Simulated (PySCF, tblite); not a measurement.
# C₇H₃O₃ radical: geometry, infrared bands and EPR parameters

Aim: predict the infrared bands and EPR parameters of C₇H₃O₃ radical (`O=C(O)C#Cc1cc[c]o1`).

Computed with tblite 0.8.0 and PySCF 2.14.0, with density-fitted response routines of our own, on a single molecule in the gas phase. Atoms are numbered from 0 throughout.

## Step 1: The molecule as given

13 atoms, charge 0, multiplicity 2; geometry from: force field or distance geometry start.

Bonds of the start (Å): O0–C1 1.26, C1–O2 1.40, C1–C3 1.43, C3–C4 1.21, C4–C5 1.44, C5–C6 1.39, C6–C7 1.39, C7–C8 1.40, C8–O9 1.31, O9–C5 1.31, O2–H10 1.02, C6–H11 1.09, C7–H12 1.09.

## Step 2: Optimising the geometry with GFN2-xTB

The job: settings as JSON, then the geometry in Å.

```
{"job": {"kind": "relax", "xc": "GFN2-xTB", "basis": "xTB"}, "charge": 0, "multiplicity": 2}
O      3.531200     0.629000    -1.017200
C      2.961100    -0.074100    -0.134100
O      3.806100    -0.725000     0.770100
C      1.532600    -0.170100    -0.094100
C      0.327100    -0.248300    -0.055400
C     -1.113200    -0.336600    -0.050500
C     -1.907300     0.799900    -0.041500
C     -3.225000     0.366400    -0.020300
C     -3.148500    -1.033800    -0.026300
O     -1.885700    -1.389400    -0.036900
H      4.818100    -0.647300     0.730800
H     -1.580800     1.843900    -0.038000
H     -4.120100     0.985800    -0.004300
```

Command:

```bash
$ OMP_NUM_THREADS=1 python probes_run.py task.json out
```

One launch serves the whole session: the jobs run in the order shown.

**Question.** This job is followed by: GFN2-xTB harmonic vibrations, gas phase; UKS B3LYP, pcH-1 on C H O, non-relativistic, mean-field spin-orbit, GIAO. What will the session give for the following? strongest single infrared mode (GFN2-xTB); zero-point energy (GFN2-xTB); g(iso) (B3LYP); ⟨S²⟩; largest a(iso); potential on the surface of density 0.002 e/bohr³, 1st and 99th percentile.

As calculated:

| quantity | value |
| --- | --- |
| strongest single infrared mode (GFN2-xTB) | 1752 cm⁻¹, 589 km/mol |
| zero-point energy (GFN2-xTB) | 49.3 kcal/mol |
| g(iso) (B3LYP) | 2.00189 |
| ⟨S²⟩ | 0.761 (exact 0.75) |
| largest a(iso) | 13C on C8, 647.5 MHz |
| potential on the surface of density 0.002 e/bohr³, 1st and 99th percentile | -1.57 V and 2.50 V |

In words: Over 84 steps the energy fell by 0.852 eV; of the close pairs, C5–O9 changed most, 1.306 to 1.373 Å. All 33 modes are real, so the xTB geometry is a minimum. The strongest single mode, at 1752 cm⁻¹, moves mainly C1 and O0. Unscaled tight-binding wavenumbers are off by several per cent, some by more. Its intensities can rank the bands wrongly. C8 carries the largest spin population, 0.99 e. The isotropic g lies 0.4 ppt below the free-electron value. The conformer search found further structures of the same energy, which may be mirror or relabelled copies of this one.
